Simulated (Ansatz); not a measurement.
# CH7NO2Si: the cost of one run

Method: RKS r2SCAN/STO-3G, in Ansatz 0.2.0.

## (1) Starting point

Bond lengths: Si1–N2 1.820 Å, N2–H3 1.060 Å, N2–H4 1.060 Å, Si1–O5 1.680 Å, O5–H6 1.010 Å, Si1–C7 1.869 Å, C7–H8 1.110 Å, C7–H9 1.110 Å, C7–H10 1.110 Å, Si1–O11 1.679 Å, O11–H12 1.010 Å. Angles (14 of 17 angles, heavy atoms first): N2–Si1–O5 109.4°, N2–Si1–C7 109.5°, N2–Si1–O11 109.5°, O5–Si1–C7 109.5°, O5–Si1–O11 109.5°, C7–Si1–O11 109.5°, Si1–N2–H3 120.0°, Si1–N2–H4 120.0°, Si1–O5–H6 109.5°, Si1–C7–H8 109.5°, Si1–C7–H9 109.5°, Si1–C7–H10 109.5°, Si1–O11–H12 109.5°, H3–N2–H4 120.0°.

Coordinates:

```xyz
12

Si    0.0000    0.0000    0.0000
N     0.0000    0.0000    1.8200
H    -0.8770   -0.2713    2.3500
H     0.8770    0.2713    2.3500
O     1.5842    0.0000   -0.5594
H     1.9006   -0.9521   -0.6761
C    -0.8808    1.5259   -0.6227
H    -1.9334    1.2723   -0.8671
H    -0.8624    2.3106    0.1622
H    -0.3704    1.9025   -1.5336
O    -0.7913   -1.3709   -0.5594
H    -1.2459   -1.8365    0.2129
```

## (2) Preparing the start

input.yaml reads:

```yaml
crystal:
  periodic: [false, false, false]
  atoms:
    - { symbol: Si, position_ang: [0.0, 0.0, 0.0] }
    - { symbol: "N", position_ang: [0.0, 0.0, 1.82] }
    - { symbol: H, position_ang: [-0.877, -0.2713, 2.35] }
    - { symbol: H, position_ang: [0.877, 0.2713, 2.35] }
    - { symbol: O, position_ang: [1.5842, 0.0, -0.5594] }
    - { symbol: H, position_ang: [1.9006, -0.9521, -0.6761] }
    - { symbol: C, position_ang: [-0.8808, 1.5259, -0.6227] }
    - { symbol: H, position_ang: [-1.9334, 1.2723, -0.8671] }
    - { symbol: H, position_ang: [-0.8624, 2.3106, 0.1622] }
    - { symbol: H, position_ang: [-0.3704, 1.9025, -1.5336] }
    - { symbol: O, position_ang: [-0.7913, -1.3709, -0.5594] }
    - { symbol: H, position_ang: [-1.2459, -1.8365, 0.2129] }
basis:
  gaussian: { orbitals: STO-3G }
hamiltonian:
  xc: r2scan
relax:
  f_tol: 0.02
  max_steps: 40
```

Run with:

```
ansatz run input.yaml --threads 1 --pin off --max-ram 2048MiB --backend cpu --events-out ev --progress --plain --runs-dir out
```

Q: Estimate wall time and peak memory on 1 thread of Arm Neoverse V2, shared host.

About 1.7 min, with a peak of 0.16 GiB.
